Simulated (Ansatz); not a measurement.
# C5H6F2: one species, many methods

The task here is to estimate one member of a computed series from the others.

Computed with Ansatz 0.2.0, Gaussian basis. Level: functionals in def2-TZVPP, the program's frozen cores in correlated methods.

Plan: LDA (SPW92), PBE-D4, revPBE-D4, BLYP-D4, r2SCAN-D4, B97M-V, PBE0-D4, B3LYP-D4, r2SCANh-D4, r2SCAN0-D4, HSE06-D4, BHLYP-D4, CAM-B3LYP-D4, LC-ωPBE, ωB97X-V, ωB97M-V, B2PLYP, PBE-QIDH; CCSD(T)/def2-SVP; CCSD(T)/def2-TZVPP; MP2/def2-QZVPP; extrapolation to the limit; RPA on PBE.

## The relaxed structure

All runs share one geometry, relaxed beforehand with PBE0-D4 in a triple-zeta def2 set.

SMILES `FC1=CCCC1F`, 13 atoms, charge 0, spin multiplicity 1.

Atoms are counted from 1 here; the program's logs count them from 0.

Bond lengths: F1–C2 1.329 Å, C2–C3 1.324 Å, C2–C6 1.489 Å, C3–C4 1.496 Å, C3–H8 1.082 Å, C4–C5 1.541 Å, C4–H9 1.095 Å, C4–H10 1.093 Å, C5–C6 1.523 Å, C5–H11 1.090 Å, C5–H12 1.092 Å, C6–F7 1.396 Å, C6–H13 1.093 Å. Angles: F1–C2–C3 126.4°, F1–C2–C6 119.4°, C3–C2–C6 114.1°, C2–C3–C4 110.5°, C2–C3–H8 124.9°, C4–C3–H8 124.6°, C3–C4–C5 103.6°, C3–C4–H9 110.8°, C3–C4–H10 112.2°, C5–C4–H9 112.3°, C5–C4–H10 111.6°, H9–C4–H10 106.5°, C4–C5–C6 106.5°, C4–C5–H11 113.6°, C4–C5–H12 109.8°, C6–C5–H11 110.2°, C6–C5–H12 109.0°, H11–C5–H12 107.6° and more.

Set-up of the first run:

Contents of in.yaml:

```yaml
crystal:
  periodic: [false, false, false]
  atoms:
    - {symbol: F, position_ang: [-1.766103, -1.024149, 1.652056]}
    - {symbol: C, position_ang: [-0.803282, -0.580935, 0.849938]}
    - {symbol: C, position_ang: [0.433747, -1.047722, 0.773599]}
    - {symbol: C, position_ang: [1.228278, -0.262941, -0.221773]}
    - {symbol: C, position_ang: [0.171201, 0.616515, -0.917668]}
    - {symbol: C, position_ang: [-1.065970, 0.592320, -0.029145]}
    - {symbol: F, position_ang: [-1.158061, 1.747752, 0.748453]}
    - {symbol: H, position_ang: [0.826376, -1.862645, 1.367592]}
    - {symbol: H, position_ang: [1.999446, 0.332397, 0.278711]}
    - {symbol: H, position_ang: [1.747923, -0.907173, -0.935974]}
    - {symbol: H, position_ang: [0.496738, 1.644289, -1.080602]}
    - {symbol: H, position_ang: [-0.081557, 0.191599, -1.891037]}
    - {symbol: H, position_ang: [-2.008237, 0.525893, -0.579452]}
basis:
  gaussian: {orbitals: def2-TZVPP}
hamiltonian: {xc: lda}
output: {orbitals: {seedname: orbitals}}
```

The run is started by

```
> ansatz run in.yaml --threads 4 --pin off --events-out ev --progress --plain --max-ram 11315MiB
```

Among the steps run: LDA; PBE-D4 (GGA); revPBE-D4 (GGA); BLYP-D4 (GGA); r2SCAN-D4 (meta-GGA); B97M-V (meta-GGA); B3LYP-D4 (hybrid); r2SCANh-D4 (hybrid); r2SCAN0-D4 (hybrid); HSE06-D4 (hybrid); BHLYP-D4 (hybrid); CAM-B3LYP-D4 (range-separated); LC-ωPBE (range-separated); ωB97X-V (range-separated); ωB97M-V (range-separated); B2PLYP (double hybrid); PBE-QIDH (double hybrid).

One table of the session follows, with a row left open; its other results are not shown here.

It belongs to the step «Frontier levels by functional». 

| functional | HOMO (eV) | gap (eV) |
| --- | --- | --- |
| LDA (SPW92) | -6.40 | 5.13 |
| PBE-D4 | ? | ? |
| revPBE-D4 | -6.15 | 5.23 |
| BLYP-D4 | -6.10 | 5.19 |
| r2SCAN-D4 | -6.43 | 5.65 |
| B97M-V | -6.49 | 5.77 |
| PBE0-D4 | -7.44 | 7.45 |
| B3LYP-D4 | -7.24 | 6.98 |
| r2SCANh-D4 | -6.89 | 6.48 |
| r2SCAN0-D4 | -7.59 | 7.73 |
| HSE06-D4 | -7.04 | 6.66 |
| BHLYP-D4 | -8.54 | 9.66 |
| CAM-B3LYP-D4 | -8.80 | 9.93 |
| LC-ωPBE | -10.13 | 12.48 |
| ωB97X-V | -9.76 | 12.03 |
| ωB97M-V | -9.67 | 11.80 |

**Question.** Estimate the row for PBE-D4.

**Answer.** HOMO (eV): -6.22; gap (eV): 5.20. In the column «HOMO (eV)» it lies between LDA (SPW92) (-6.40) and revPBE-D4 (-6.15).
